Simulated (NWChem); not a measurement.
# CHBrClF (SMILES FC(Cl)Br): levels of theory compared

Wanted: a comparison of 6 runs (HF/STO-3G, HF/3-21G, B3LYP/cc-pVDZ, B3LYP/6-31G*, TPSS/def2-SVPD) of CHBrClF. 

The results are computed with NWChem 7.3.0.

### Step 1. The structure to begin with

CHBrClF has 5 atoms, charge 0, and is taken as a singlet. SMILES: `FC(Cl)Br`. The shape is that of a PBE0-D4/def2-TZVP optimisation.

Bond lengths: F1–C2 1.339 Å, C2–Cl3 1.753 Å, C2–Br4 1.934 Å, C2–H5 1.087 Å. Angles: F1–C2–Cl3 109.8°, F1–C2–Br4 109.3°, Cl3–C2–Br4 111.8°, F1–C2–H5 109.9°, Cl3–C2–H5 108.8°, Br4–C2–H5 107.2°.

### Step 2. Energy and gradient at HF/STO-3G (run 1)

mol.nw reads:

```
start mol
memory 2200 mb
charge 0

geometry units atomic noautosym nocenter noautoz
  F  -0.88609258  0.31539529  2.44284896
  C   0.09373042  0.19615357  0.11281665
  Cl  2.63824664 -1.92430811  0.07332137
  Br -2.52032773 -0.77667744 -2.24877409
  H   0.76874059  2.05016387 -0.45825859
end

basis spherical bse
  * library STO-3G
end

scf
  thresh 1e-08
  maxiter 80
end

task scf gradient
```

Started as:

```bash
nwchem mol.nw > mol.out
```

The log of the run:

```text
[...]
  functions       =    38
[...]
  wavefunction    = RHF
[...]
         Total SCF energy =  -3135.255681765765
      One-electron energy =  -5024.307548552993
      Two-electron energy =   1565.974356993192
 Nuclear repulsion energy =    323.077509794036
        Time for solution =      1.5s
[...]
                         RHF ENERGY GRADIENTS
    atom               coordinates                        gradient
                 x          y          z           x          y          z
   1 F      -0.886093   0.315395   2.442849    0.011885  -0.002761  -0.034948
   2 C       0.093730   0.196154   0.112817    0.038215  -0.015259   0.025868
   3 Cl      2.638247  -1.924308   0.073321   -0.042004   0.030565   0.001032
   4 Br     -2.520328  -0.776677  -2.248774    0.001315   0.000077   0.003248
   5 H       0.768741   2.050164  -0.458259   -0.009412  -0.012622   0.004801
[...]
```

It took 2.9 s on 1 thread of AMD EPYC 9R45 (Zen 5), shared host; peak memory 0.1 GiB.

### Step 3. Energy and forces at HF/3-21G (run 2)

chbrclf.nw reads:

```
start chbrclf
memory 2200 mb
charge 0
geometry noautosym nocenter noautoz
 F    -0.468900    0.166900    1.292700
 C     0.049600    0.103800    0.059700
 Cl    1.396100   -1.018300    0.038800
 Br   -1.333700   -0.411000   -1.190000
 H     0.406800    1.084900   -0.242500
end
basis spherical bse
 * library 3-21G
end
scf
 thresh 1e-08
 maxiter 80
end
task scf gradient
```

Started as:

```bash
nwchem chbrclf.nw > chbrclf.out
```

The log of the run:

```text
[...]
  functions       =    55
[...]
  wavefunction    = RHF
[...]
         Total SCF energy =  -3154.441768170885
      One-electron energy =  -5036.369756514181
      Two-electron energy =   1558.850455448258
 Nuclear repulsion energy =    323.077532895038
        Time for solution =      1.5s
[...]
                         RHF ENERGY GRADIENTS
    atom               coordinates                        gradient
                 x          y          z           x          y          z
   1 F      -0.886093   0.315395   2.442849    0.009742   0.000430  -0.026575
   2 C       0.093730   0.196154   0.112817    0.007789  -0.044280   0.019745
   3 Cl      2.638246  -1.924308   0.073321   -0.034240   0.026440  -0.001544
   4 Br     -2.520328  -0.776677  -2.248774    0.014432   0.004457   0.011885
   5 H       0.768741   2.050164  -0.458259    0.002277   0.012952  -0.003511
[...]
```

Wall time 3.3 s (1 thread of AMD EPYC 9R45 (Zen 5), shared host); peak memory 0.099 GiB.

Runs 3 to 4 aren't shown in full; the table further down has their settings and results.

### Step 4. Energy and gradient at B3LYP/6-31G(d) (Cartesian functions) (run 5)

nw.nw reads:

```
start nw
memory total 2200 mb

geometry noautosym nocenter noautoz
F     -0.468900     0.166900     1.292700
C      0.049600     0.103800     0.059700
Cl     1.396100    -1.018300     0.038800
Br    -1.333700    -0.411000    -1.190000
H      0.406800     1.084900    -0.242500
end

basis cartesian
F library 6-31G*
C library 6-31G*
Cl library 6-31G*
Br library 6-31G*
H library 6-31G*
end

dft
xc b3lyp
grid xfine
convergence energy 1e-08
maxiter 100
mulliken
end

task dft gradient
```

Started as:

```bash
nwchem nw.nw > nw.out
```

The log of the run:

```text
[...]
          Wavefunction type:  closed shell.
          No. of atoms     :     5
          No. of electrons :    68
[...]
          Charge           :     0
          Spin multiplicity:     1
[...]
          AO basis - number of functions:    86
[...]
              XC Information
              --------------
                         B3LYP Method XC Potential
                     Hartree-Fock (Exact) Exchange  0.200
                        Slater Exchange Functional  0.800 local
                    Becke 1988 Exchange Functional  0.720 non-local
              Lee-Yang-Parr Correlation Functional  0.810
                  VWN I RPA Correlation Functional  0.190 local
[...]
 d= 0,ls=0.0,diis     1  -3172.4445796727 -3.50D+03  2.21D-02  2.57D+00     1.6
[...]
 d= 0,ls=0.0,diis    10  -3172.6066566068 -5.84D-10  2.32D-07  5.62D-10    12.4
         Total DFT energy =    -3172.606656606774
      One electron energy =    -5051.583380303850
           Coulomb energy =     1691.717696422112
    Exchange-Corr. energy =     -135.818505620074
 Nuclear repulsion energy =      323.077532895038
[...]
  wavefunction    = closed shell
                         DFT ENERGY GRADIENTS
    atom               coordinates                        gradient
                 x          y          z           x          y          z
   1 F      -0.886093   0.315395   2.442849    0.003427  -0.000362  -0.007696
   2 C       0.093730   0.196154   0.112817   -0.000981  -0.009768  -0.000126
   3 Cl      2.638246  -1.924308   0.073321   -0.011771   0.008659  -0.000576
   4 Br     -2.520328  -0.776677  -2.248774    0.009747   0.002516   0.007927
   5 H       0.768741   2.050164  -0.458259   -0.000422  -0.001044   0.000472
[...]
```

It took 20 s on 1 thread of AMD EPYC 9R45 (Zen 5), shared host; peak memory 0.13 GiB.

### Step 5. Energy and forces at TPSS/def2-SVPD (run 6)

chbrclf.nw reads:

```
start chbrclf
title "CHBrClF TPSS"
memory total 2200 mb

geometry noautosym nocenter noautoz
  F       -0.468900       0.166900       1.292700
  C        0.049600       0.103800       0.059700
  Cl       1.396100      -1.018300       0.038800
  Br      -1.333700      -0.411000      -1.190000
  H        0.406800       1.084900      -0.242500
end

basis spherical bse
  * library def2-SVPD
end

dft
  xc xtpss03 ctpss03
  grid fine
  convergence energy 1e-08
  iterations 100
  mulliken
  print medium
end

task dft gradient
```

Started as:

```bash
nwchem chbrclf.nw > chbrclf.out
```

The log of the run:

```text
[...]
          Wavefunction type:  closed shell.
          No. of atoms     :     5
          No. of electrons :    68
[...]
          Charge           :     0
          Spin multiplicity:     1
[...]
          AO basis - number of functions:   119
[...]
              XC Information
              --------------
                  TPSS metaGGA Exchange Functional  1.000
             TPSS03 metaGGA Correlation Functional  1.000
[...]
 d= 0,ls=0.0,diis     1  -3172.1396176950 -3.50D+03  2.09D-02  1.36D+00     2.1
[...]
 d= 0,ls=0.0,diis    10  -3172.2958222771 -3.68D-09  4.06D-07  2.40D-09    16.3
         Total DFT energy =    -3172.295822277070
      One electron energy =    -5050.563192381864
           Coulomb energy =     1690.891488238701
    Exchange-Corr. energy =     -135.701651028946
 Nuclear repulsion energy =      323.077532895038
[...]
  wavefunction    = closed shell
                         DFT ENERGY GRADIENTS
    atom               coordinates                        gradient
                 x          y          z           x          y          z
   1 F      -0.886093   0.315395   2.442849    0.005755  -0.000968  -0.013951
   2 C       0.093730   0.196154   0.112817    0.000405  -0.003872   0.005284
   3 Cl      2.638246  -1.924308   0.073321   -0.011747   0.009033  -0.000191
   4 Br     -2.520328  -0.776677  -2.248774    0.008069   0.002420   0.006973
   5 H       0.768741   2.050164  -0.458259   -0.002482  -0.006613   0.001884
[...]
```

It took 30 s on 1 thread of AMD EPYC 9R45 (Zen 5), shared host; peak memory 0.14 GiB.

### Step 6. Overview of the runs

```
run                               level  iteration cap  module   energy (Eh)  dipole moment (D)  HOMO energy (eV)  LUMO energy (eV)  wall time
  1                           HF/STO-3G             80     scf  -3135.255682               1.61             -9.33              7.78      2.9 s
  2                            HF/3-21G             80     scf  -3154.441768               1.81            -11.61              3.12      3.3 s
  3                       B3LYP/cc-pVDZ            100     dft  -3172.910408               1.21             -8.15             -0.94       69 s
  4  B3LYP/6-31G* (spherical functions)            100     dft  -3172.592816               1.29             -8.23             -1.12       20 s
  5  B3LYP/6-31G* (Cartesian functions)            100     dft  -3172.606657               1.29             -8.23             -1.13       20 s
  6                      TPSS/def2-SVPD            100     dft  -3172.295822               1.16             -7.50             -2.03       30 s
```

### Step 7. Outcome

```
                       quantity           value
            run 6: total energy  -3172.29582 Eh
           run 6: dipole moment          1.16 D
             run 6: HOMO energy        -7.50 eV
             run 6: LUMO energy        -2.03 eV
           run 6: HOMO–LUMO gap         5.47 eV
run 6: largest force on an atom      0.778 eV/Å
```

The dipole moment (its size) runs from 1.16 D (TPSS/def2-SVPD) to 1.81 D (HF/3-21G). The two ends differ in method and basis. The HOMO–LUMO gap runs from 5.47 eV (TPSS/def2-SVPD) to 17.11 eV (HF/STO-3G). Totals of different functionals can't be ranked against each other. In run 1 the basis is minimal, so the values are rough. All runs together took 2.4 min, the longest 69 s.
